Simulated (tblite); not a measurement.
# C4H14N2OSi2: the cost of one run

The runs use tblite 0.8.0 and PySCF 2.14.0, with density-fitted response routines of our own; the level of theory stands in each step. All values are computed, except where a source is named. Atoms count from 0, in the outputs and in this text.

## 1. The molecule as given

23 atoms, charge 0, multiplicity 1; geometry from: force field or distance geometry start.

Bonds of the start (Å): C0–N1 1.45, N1–Si2 1.78, Si2–C3 1.89, C3–C4 1.52, C4–Si5 1.87, Si5–O6 1.69, O6–C7 1.41, Si5–N8 1.79, N8–Si2 1.80, C0–H9 1.12, C0–H10 1.11, C0–H11 1.12, N1–H12 1.04, Si2–H13 1.46, C3–H14 1.09, C3–H15 1.12, C4–H16 1.11, C4–H17 1.10, Si5–H18 1.47, C7–H19 1.10, C7–H20 1.12, C7–H21 1.11, N8–H22 1.02.

## 2. Geometry optimisation with GFN2-xTB

Job settings and geometry (Å):

```
{"job": {"kind": "relax", "xc": "GFN2-xTB", "basis": "xTB"}, "charge": 0, "multiplicity": 1}
C     -3.753600     0.409800     0.033700
N     -2.661500    -0.474200    -0.321000
Si    -1.202700     0.189500     0.459000
C     -0.246300     1.092200    -0.893500
C      0.861100     0.114400    -1.248300
Si     1.437100    -0.364500     0.461500
O      2.743200    -1.438400     0.457500
C      3.910300    -0.646400     0.501900
N     -0.086300    -1.070600     1.088500
H     -3.321500     1.401600     0.310400
H     -4.434500     0.554600    -0.829000
H     -4.294600     0.023100     0.935600
H     -2.860700    -1.463400    -0.068300
H     -1.581400     1.073300     1.554900
H     -0.887400     1.367600    -1.733000
H      0.259300     1.973400    -0.427300
H      0.378600    -0.738300    -1.771700
H      1.654800     0.560700    -1.861500
H      1.688000     0.870300     1.220100
H      4.717100    -1.169400     1.042600
H      3.693000     0.361100     0.946900
H      4.276300    -0.474000    -0.535500
H     -0.293200    -1.985100     0.686400
```

Launch:

```
$ OMP_NUM_THREADS=1 python probes_run.py task.json out
```

The driver reads the jobs from task.json and runs them one after another.

**Question.** How long does this first job take on 1 thread of Arm Neoverse N1, shared host?

About 2.9 s.
